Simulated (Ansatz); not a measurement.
# Ca4O4: the cost of one run

Method: the settings change from run to run; program: Ansatz 0.2.0, Gaussian basis.

2 further runs of the same task are left out: 2 set aside as unsound or not needed.

**1. The molecule**

The geometry comes from an earlier relaxation with PBE-D4/def2-SVP; it is a stationary point, not always the lowest conformer.

8 atoms, charge 0, spin multiplicity 1.

Atoms are counted from 1 here; the program's logs count them from 0.

Bond lengths: Ca1–O6 2.055 Å, Ca1–O8 2.055 Å, Ca2–O6 2.055 Å, Ca2–O7 2.055 Å, Ca3–O5 2.055 Å, Ca3–O7 2.055 Å, Ca4–O5 2.055 Å, Ca4–O8 2.055 Å. Angles: O6–Ca1–O8 128.0°, O6–Ca2–O7 127.7°, O5–Ca3–O7 128.0°, O5–Ca4–O8 127.7°, Ca3–O5–Ca4 142.1°, Ca1–O6–Ca2 142.2°, Ca2–O7–Ca3 142.1°, Ca1–O8–Ca4 142.1°.

**2. r2SCAN0/pcseg-2**

File in.yaml:

```yaml
crystal:
  periodic: [false, false, false]
  atoms:
    - {symbol: Ca, position_ang: [-1.616825, 2.213009, 0.148196]}
    - {symbol: Ca, position_ang: [2.220351, 1.601699, 0.291664]}
    - {symbol: Ca, position_ang: [1.613844, -2.217650, -0.103730]}
    - {symbol: Ca, position_ang: [-2.216754, -1.596248, -0.341350]}
    - {symbol: O, position_ang: [-0.403403, -2.561678, -0.294982]}
    - {symbol: O, position_ang: [0.403119, 2.561185, 0.297337]}
    - {symbol: O, position_ang: [2.574875, -0.415698, 0.128354]}
    - {symbol: O, position_ang: [-2.575218, 0.415391, -0.125480]}
basis:
  gaussian: {orbitals: pcseg-2}
hamiltonian: {xc: {name: r2SCAN0}}
scf: {omitted_lower_state_checks: [starts]}
```

Run with:

```bash
$ ansatz run in.yaml --threads 4 --pin off --events-out ev --progress --plain --max-ram 8704MiB
```

Q: Estimate wall time and peak memory on 4 threads of Intel Xeon Platinum 8259CL at 2.50GHz, shared host.

About 10 s, with a peak of 1.1 GiB.
